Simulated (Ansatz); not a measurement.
# Cl2FSTa: small, medium and large basis sets

Aim: see how fast density functionals converge with the basis set for Cl2FSTa.

Computed with Ansatz 0.2.0, Gaussian basis. Level: one geometry, several basis sets.

The runs, in order: PBE0-D4/def2-SVP; ωB97M-V/def2-SVP; PBE0-D4/def2-QZVPP; ωB97M-V/def2-QZVPP; the functionals' def2-TZVPP values are taken from earlier runs.

### Step 1. Structure used throughout

An earlier PBE0-D4 in a triple-zeta def2 set relaxation fixed the geometry. Ta takes the def2 core potential; no spin-orbit term is included.

SMILES `[F][Ta](=[S])([Cl])[Cl]`, 5 atoms, charge 0, spin multiplicity 1.

Atoms are counted from 1 here; the program's logs count them from 0.

Bond lengths: F1–Ta2 1.854 Å, Ta2–S3 2.141 Å, Ta2–Cl4 2.273 Å, Ta2–Cl5 2.273 Å. Angles: F1–Ta2–S3 108.2°, F1–Ta2–Cl4 110.3°, F1–Ta2–Cl5 110.3°, S3–Ta2–Cl4 108.6°, S3–Ta2–Cl5 108.6°, Cl4–Ta2–Cl5 110.8°.

### Step 2. PBE0-D4 in def2-SVP

File in.yaml:

```yaml
crystal:
  periodic: [false, false, false]
  atoms:
    - {symbol: F, position_ang: [0.303062, -0.210809, 1.891802]}
    - {symbol: Ta, position_ang: [0.023128, -0.023771, 0.069097]}
    - {symbol: S, position_ang: [1.436921, -1.263224, -0.954858]}
    - {symbol: Cl, position_ang: [-2.072802, -0.709132, -0.482755]}
    - {symbol: Cl, position_ang: [0.359692, 2.133136, -0.564687]}
basis:
  gaussian: {orbitals: def2-SVP}
hamiltonian: {xc: pbe0, dispersion: d4}
output: {orbitals: {seedname: orbitals}}
```

On the command line:

```sh
$ ansatz run in.yaml --threads 4 --pin off --events-out ev --progress --plain --max-ram 10444MiB
```

After this run come: ωB97M-V in def2-SVP; PBE0-D4 in def2-QZVPP; ωB97M-V in def2-QZVPP.

Q: Predict the results of all the runs planned. Wanted: PBE0-D4: double and triple zeta above quadruple; ωB97M-V: double and triple zeta above quadruple.

**Answer**, as computed:

| quantity | value |
| --- | --- |
| PBE0-D4: double and triple zeta above quadruple | 17.41, 1.22 eV |
| ωB97M-V: double and triple zeta above quadruple | 17.28, 1.15 eV |

PBE0-D4 gains 16.19 eV from double to triple zeta, then 1.22 eV more. These are total energies; as a rule much of such shifts cancels in differences, which this series doesn't test.
